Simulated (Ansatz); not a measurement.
# AlF₃ (singlet): wave-function methods side by side at a displaced geometry (v2), cc-pVDZ

An exercise on one series of results from a longer session: the logs are not shown, and one member is left open.

Computed with Ansatz 0.2.0, Gaussian basis. Level: cc-pVDZ, core rule «outside noble gas», up to 8 orbitals frozen.

To be run: UHF; CCSD(T) on RHF; BCCD(T) on RHF; CISD; CCSDT(Q) on RHF; CASSCF and NEVPT2, 8 electrons in 8 orbitals.

9 further runs of the same task are left out: 5 that didn't finish, 4 set aside as unsound or not needed.

**The system**

The geometry is a PBE0/def2-TZVP stationary point (not a proven minimum) with its atoms shifted at random (size 0.100 Å).

4 atoms, charge 0, spin multiplicity 1.

Atoms are counted from 1 here; the program's logs count them from 0.

Bond lengths: Al1–F2 1.464 Å, Al1–F3 1.655 Å, Al1–F4 1.701 Å. Angles: F2–Al1–F3 122.7°, F2–Al1–F4 119.2°, F3–Al1–F4 118.1°.

Set-up of the first run:

in.yaml

```yaml
crystal:
  periodic: [false, false, false]
  atoms:
    - {symbol: Al, position_ang: [0.058430, 0.021491, -0.008288]}
    - {symbol: F, position_ang: [1.522554, 0.042567, 0.003172]}
    - {symbol: F, position_ang: [-0.855323, 1.401842, -0.007408]}
    - {symbol: F, position_ang: [-0.750214, -1.474931, 0.016006]}
basis:
  gaussian: {orbitals: cc-pVDZ}
magnetization: {spin_polarized: true, initial_magnetization: 0}
hamiltonian: {xc: hf}
output: {orbitals: {seedname: orbitals}}
```

The run is started by

```console
ansatz run in.yaml --threads 1 --pin off --events-out ev --progress --plain --max-ram 2393MiB
```

Steps of the session up to this table: UHF; CCSD(T) on RHF; BCCD(T) on RHF; CISD; CCSDT(Q) on RHF; CASSCF and NEVPT2, 8 electrons in 8 orbitals.

One of the session's tables, all rows but one given; the rest of the session is left out.

```
         method  from RCCSDT(Q) (kcal/mol)
            RHF                          ?
           RMP2                      +8.50
           CISD                     +45.67
          RCCSD                      +6.59
       RCCSD(T)                      +1.18
        BCCD(T)                      +0.99
         RCCSDT                      +0.93
      RCCSDT(Q)                          0
CASSCF frontier                    +312.37
NEVPT2 frontier                     +17.60
```

**Question.** Estimate the row for RHF.

As computed: from RCCSDT(Q) (kcal/mol): +396.97. In the column «from RCCSDT(Q) (kcal/mol)» it is the highest.
